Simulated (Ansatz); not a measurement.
# ClH2MoNO2: the cost of one run

Program: Ansatz 0.2.0, Gaussian basis. Level of theory: the settings change from run to run. These are calculated values, not measurements.

**1. The molecule**

The geometry comes from an earlier relaxation with PBE0-D4 in a triple-zeta def2 set; it is a stationary point, not always the lowest conformer. Mo takes a core potential in def2 sets; no spin-orbit term is included.

SMILES `[NH2][Mo](=[O])(=[O])[Cl]`, 7 atoms, charge 0, spin multiplicity 1.

Atoms are counted from 1 here; the program's logs count them from 0.

Bond lengths: N1–Mo2 1.913 Å, N1–H6 1.010 Å, N1–H7 1.010 Å, Mo2–O3 1.674 Å, Mo2–O4 1.674 Å, Mo2–Cl5 2.266 Å. Angles: Mo2–N1–H6 123.4°, Mo2–N1–H7 123.4°, H6–N1–H7 111.9°, N1–Mo2–O3 108.4°, N1–Mo2–O4 108.4°, N1–Mo2–Cl5 110.0°, O3–Mo2–O4 110.6°, O3–Mo2–Cl5 109.6°, O4–Mo2–Cl5 109.6°.

As a file:

```tsv
atom	x (Å)	y (Å)	z (Å)
N1	-0.6734	0.7000	0.6750
Mo2	0.4304	-0.4780	-0.3513
O3	1.9683	-0.4718	0.3093
O4	-0.2325	-2.0136	-0.2878
Cl5	0.5232	0.2231	-2.5040
H6	-0.3084	1.4548	1.2382
H7	-1.6464	0.5176	0.8750
```

**2. CAM-B3LYP/def2-TZVP**

Set apart from the defaults: unrestricted orbitals, density fitting with def2-universal-jkfit, D3(BJ) with three-body dispersion.

Input file in.yaml:

```yaml
crystal:
  periodic: [false, false, false]
  atoms:
    - {symbol: N, position_ang: [-0.673353, 0.700048, 0.674959]}
    - {symbol: Mo, position_ang: [0.430363, -0.478037, -0.351293]}
    - {symbol: O, position_ang: [1.968268, -0.471816, 0.309274]}
    - {symbol: O, position_ang: [-0.232547, -2.013631, -0.287773]}
    - {symbol: Cl, position_ang: [0.523198, 0.223083, -2.504012]}
    - {symbol: H, position_ang: [-0.308361, 1.454775, 1.238211]}
    - {symbol: H, position_ang: [-1.646368, 0.517580, 0.875034]}
basis:
  gaussian: {orbitals: def2-TZVP, fitting: {mean_field: def2-universal-jkfit}}
magnetization: {spin_polarized: true, initial_magnetization: 0}
hamiltonian: {xc: {name: CAM-B3LYP}, dispersion: d3bjatm}
output: {forces: true}
```

Started as:

```console
ansatz run in.yaml --threads 4 --pin off --events-out ev --progress --plain --max-ram 10444MiB
```

What time and memory should one allow on 4 threads of Arm Neoverse V1, shared host?

About 5.5 s, with a peak of 0.65 GiB.
